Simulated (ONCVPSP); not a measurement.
# An ONCV potential for Pm, from input to tests

Task: generate the file, and judge it by its errors in other configurations, its logarithmic derivatives, its ghosts and its cutoff.

Method: ONCVPSP 4.0.1.1 (patched build), PBE, scalar-relativistic.

## Step 1: The design

Typed settings, in words:

```json
{"element": "promethium (Pm, Z = 61)", "type": "optimised norm-conserving Vanderbilt (ONCV)", "frozen core": "[Kr] 4d10", "valence charge": "15", "reference configuration": "4f5 5s2 5p6 6s1.5 (charge +0.5)", "partial waves": "5s+6s: rc 2.55 bohr, ncon 4, nbas 7, qcut 4.9 1/bohr, 2 projectors; 5p: rc 2.00 bohr, ncon 3, nbas 8, qcut 5.8 1/bohr, 3 projectors, debl 3.2 Ha; d scattering state at 0.16 Ha: rc 2.00 bohr, ncon 3, nbas 7, qcut 5 1/bohr, 1 projector; 4f: rc 0.95 bohr, ncon 4, nbas 9, qcut 18.2 1/bohr, 3 projectors, debl 2.7 Ha", "local potential": "polynomial inside 0.70 bohr (lpopt 5, dvloc0 6 Ha)", "core correction": "Teter function, parameters optimised by the program"}
```

## Step 2: Generation

Input file Pm.dat:

```
# ATOM AND REFERENCE CONFIGURATION
# atsym  z   nc   nv     iexc    psfile
  Pm 61.00    9    4        4      upf
#
#   n    l    f
    1    0    2.00
    2    0    2.00
    2    1    6.00
    3    0    2.00
    3    1    6.00
    3    2   10.00
    4    0    2.00
    4    1    6.00
    4    2   10.00
    4    3    5.00
    5    0    2.00
    5    1    6.00
    6    0    1.50
#
# PSEUDOPOTENTIAL AND OPTIMIZATION
# lmax
    3
#
#   l,   rc,      ep,       ncon, nbas, qcut
    0    2.55    0.00    4    7    4.90
    1    2.00    0.00    3    8    5.80
    2    2.00    0.16    3    7    5.00
    3    0.95    0.00    4    9   18.20
#
# LOCAL POTENTIAL
# lloc, lpopt,  rc(5),   dvloc0
    4    5    0.70    6.00
#
# VANDERBILT-KLEINMAN-BYLANDER PROJECTORs
# l, nproj, debl
    0    2    3.80
    1    3    3.20
    2    1    2.20
    3    3    2.70
#
# MODEL CORE CHARGE
# icmod, fcfact, rcfact
    4    0.40    0.00
#
# LOG DERIVATIVE ANALYSIS
# epsh1, epsh2, depsh
   -3.00    5.00    0.02
#
# OUTPUT GRID
# rlmax, drl
    6.00    0.01
#
# TEST CONFIGURATIONS
# ncnf
    4
# nvcnf
#   n    l    f
    4
    4    3    5.00
    5    0    2.00
    5    1    6.00
    6    0    2.00
#
    4
    4    3    5.00
    5    0    2.00
    5    1    6.00
    6    0    1.00
#
    4
    4    3    5.00
    5    0    2.00
    5    1    6.00
    6    0    0.00
#
    5
    4    3    4.00
    5    0    2.00
    5    1    6.00
    6    0    2.00
    5    2    1.00
#
```

The run is started by

```sh
$ oncvpsp.x < Pm.dat > Pm.out
```

What does the calculation give? Wanted: cutoffs for 1 and 0.1 mHa per electron, occupied waves; bound ghosts; GHOST(+) flags; largest phase difference near zero energy, channels read; rms error of d²Exc/dn², without and with the model core; projector energies reset by the program.

The runs gave:

```
                                                quantity                                            value
  cutoffs for 1 and 0.1 mHa per electron, occupied waves                                134 Ha and 150 Ha
                                            bound ghosts  s at -474.42 eV, p at -31.05 eV, d at -19.72 eV
                                          GHOST(+) flags                               none at low energy
largest phase difference near zero energy, channels read                                        0.025 rad
 rms error of d²Exc/dn², without and with the model core                                8.94 and 1.52 mHa
                 projector energies reset by the program                                      d: 0.050 Ha
```

What this shows: It has a bound ghost (s, p, d), a state that the atom doesn't have, and that rules the file out. The potential is very hard: the looser tolerance needs 134 Ha. At the looser tolerance the 4f wave is the slowest; 5p needs 11 Ha. Near zero energy the phases of the channels with partial waves agree within 0.025 rad. The pseudo curves have poles with no partner nearby in the atom's: p at -1.16 Ha, d at -0.71 Ha.
